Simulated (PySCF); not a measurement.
# NaGa: spin, charge, geometry and surroundings

Aim: change spin, charge, geometry, field or solvent of NaGa, one at a time, and compare with the base run.

The runs use PySCF 2.14.0; each script names its method and basis.

1 further run of the same task is left out (it didn't finish).

### Step 1. Where the work starts

NaGa: 2 atoms, charge 0, spin multiplicity 1.

No contacts short enough for the rule that draws bonds.

### Step 2. The base run

input.py

```python
from pyscf import gto, scf

mol = gto.M(
    atom='Na 0 0 0; Ga 0 0 2.919',
    basis='def2-svpd',
    charge=0,
    spin=0,
    verbose=4,
)
mf = scf.RHF(mol)
mf.kernel()
mf.nuc_grad_method().kernel()
mf.dip_moment()
print('orbital energies (hartree):', mf.mo_energy[..., max(0, mol.nelec[1]-3):mol.nelec[0]+3].round(4))
```

Started as:

```console
python input.py
```

The log of this run is left out.

In short: E(SCF) = -2084.759300 Eh, 9 cycles, μ = 3.66 D, gradient on the second atom -0.0123 Eh/bohr.

The bond length is a typed value, not an optimised one.

### Step 3. PCM, ε = 4.71

Run 1 changes solvent: none (gas phase) → PCM, ε = 4.71.

input.py

```python
from pyscf import gto, scf, solvent

mol = gto.M(
    atom='Na 0 0 0; Ga 0 0 2.919',
    basis='def2-svpd',
    charge=0,
    spin=0,
    verbose=4,
)
mf = scf.RHF(mol)
mf = solvent.PCM(mf)
mf.with_solvent.eps = 4.71
mf.kernel()
mf.nuc_grad_method().kernel()
mf.dip_moment()
print('orbital energies (hartree):', mf.mo_energy[..., max(0, mol.nelec[1]-3):mol.nelec[0]+3].round(4))
```

Started as:

```console
python input.py
```

### Step 4. PCM, ε = 2.27

Run 2 changes solvent: none (gas phase) → PCM, ε = 2.27.

Changes to input.py since step 2:

```diff
@@ -1,2 +1,2 @@
-from pyscf import gto, scf
+from pyscf import gto, scf, solvent
 
@@ -10,2 +10,4 @@
 mf = scf.RHF(mol)
+mf = solvent.PCM(mf)
+mf.with_solvent.eps = 2.27
 mf.kernel()
```

### Step 5. Bond 2.831 Å

Run 3 changes bond length: 2.919 Å → 2.831 Å.

Changes to input.py since step 2:

```diff
@@ -3,3 +3,3 @@
 mol = gto.M(
-    atom='Na 0 0 0; Ga 0 0 2.919',
+    atom='Na 0 0 0; Ga 0 0 2.831',
     basis='def2-svpd',
```

### Step 6. PCM, ε = 32.6

Run 4 changes solvent: none (gas phase) → PCM, ε = 32.6.

Changes to input.py since step 2:

```diff
@@ -1,2 +1,2 @@
-from pyscf import gto, scf
+from pyscf import gto, scf, solvent
 
@@ -10,2 +10,4 @@
 mf = scf.RHF(mol)
+mf = solvent.PCM(mf)
+mf.with_solvent.eps = 32.6
 mf.kernel()
```

**Question.** What will these runs give? Wanted: for each run, E(SCF); from base; gap; SCF dipole.

As calculated:

```csv
run,E(SCF) (hartree),from base (eV),cycles,gap (eV),SCF dipole (D)
base,-2084.759300,0,9,4.94,3.66
"PCM, ε = 4.71",-2084.766714,-0.2018,11,5.25,7.76
"PCM, ε = 2.27",-2084.763756,-0.1213,10,5.09,5.94
bond 2.831 Å,-2084.756804,+0.0679,9,4.98,3.70
"PCM, ε = 32.6",-2084.770212,-0.2969,13,5.48,9.80
```

Of the runs whose energies can be compared, “PCM, ε = 32.6” moves the SCF energy most (-0.297 eV). A continuum solvent with ε = 4.71 lowers the energy by 0.202 eV. A continuum solvent with ε = 2.27 lowers the energy by 0.121 eV. A continuum solvent with ε = 32.6 lowers the energy by 0.297 eV.
